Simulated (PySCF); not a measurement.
**A diatomic session: TaN**

One job finds the state of TaN, follows it along the bond with each method and fits the curves.

Program: PySCF 2.14.0. Level of theory: Ta def2-TZVPP with ECP60, N def2-TZVPP, scalar-relativistic core potentials. These are calculated values, not measurements.

## (1) The job

A driver script around PySCF takes these settings:

| Property | Result |
| --- | --- |
| atoms | Ta, N |
| charge | 0 |
| basis | Ta def2-TZVPP with ECP60, N def2-TZVPP |
| Hamiltonian | scalar-relativistic core potentials |
| basis functions | 87 |
| electrons treated | 20 |
| masses in u | 180.9480, 14.0031 |
| levels | PBE0, PBE, r²SCAN, PW91, MN15, B2PLYP, revPBE, ωB97M-V, HF, MP2, SCS-MP2, CCSD, CCSD(T) |
| grid | 80 radial by 434 angular points |
| occupations | held fixed by the projection of orbital angular momentum |
| dissociation limit | Ta + N, each in its ground configuration |
| starting distance in angstrom | 2.015 |
| values of 2S to try | 0, 2, 4, 6, 8 |

On the command line:

```sh
> OMP_NUM_THREADS=1 python dia.py task.json out
```

The runs that follow: The PBE0 curve of the state that the search chose; Excited determinants; PBE; r²SCAN (meta-GGA); PW91; MN15 (hybrid meta-GGA); B2PLYP (double hybrid); revPBE (GGA); ωB97M-V (range-separated hybrid); RHF; Adding correlation.

**Question.** What will these runs give? Wanted: for each run, Re; ωe; De; μ.

**Answer**, as computed:

Lowest PBE0 solution found, without spin–orbit coupling: ¹Σ⁺ (singlet), closed shell. State 2 has its PBE0 minimum 0.04 eV higher. State 3 has its PBE0 minimum 0.68 eV higher, as a spin-mixed determinant (⟨S²⟩ = 1.00), so this is no gap between pure states. State 4 has its PBE0 minimum 2.01 eV higher. The other levels ran on the lowest alone.

```tsv
level	Re (Å)	ωe (cm⁻¹)	De (eV)	μ (D)
RHF	1.639	1231	1.09	-3.82
RHF-MP2	1.720	991	7.64	n/a
RHF-SCS-MP2	1.712	1010	7.35	n/a
RHF-CCSD	1.676	1127	5.65	n/a
RHF-CCSD(T)	1.696	1066	6.36	n/a
PBE	1.686	1093	7.13	-3.21
revPBE	1.689	1087	6.73	-3.18
PW91	1.686	1093	7.12	-3.23
r²SCAN	1.675	1126	5.88	-3.21
PBE0	1.665	1152	6.13	-3.41
MN15	1.665	1158	6.57	-3.48
ωB97M-V	1.661	1172	6.03	-3.58
B2PLYP	1.702	1031	6.76	-3.95
```

De is counted to Ta + N in their ground configurations. A positive dipole means Ta(−)N(+).

Differences from CCSD(T) in the same basis:

```tsv
level	Re (mÅ)	ωe (%)
RHF	-57	+15.5
RHF-MP2	+24	-7.0
RHF-SCS-MP2	+17	-5.2
RHF-CCSD	-20	+5.7
PBE	-9	+2.6
revPBE	-6	+2.0
PW91	-9	+2.5
r²SCAN	-20	+5.7
PBE0	-31	+8.1
MN15	-30	+8.6
ωB97M-V	-35	+9.9
B2PLYP	+6	-3.3
```

What this shows: Against CCSD(T) in the same basis, the bond length is nearest at revPBE and B2PLYP (6 mÅ off) and farthest at RHF (-57 mÅ); the wavenumber is nearest at revPBE (+2.0 %) and farthest at RHF (+15.5 %). Hartree–Fock falls on the short and stiff side, its usual fault. Of the levels with a De here, RHF gives the least (1.09 eV) and RHF-MP2 the most (7.64 eV). Between 1.97 and 2.10 Å the unrestricted PBE0 solution breaks spin symmetry (⟨S²⟩ = 1.11 at the latter), the first sign of the atoms' own spins.

Correlated steps freeze 1 core orbital. Spin–orbit coupling is left out, which matters for elements this heavy, above all for dissociation energies. B2PLYP dipoles, levels and charges come from its SCF part alone.
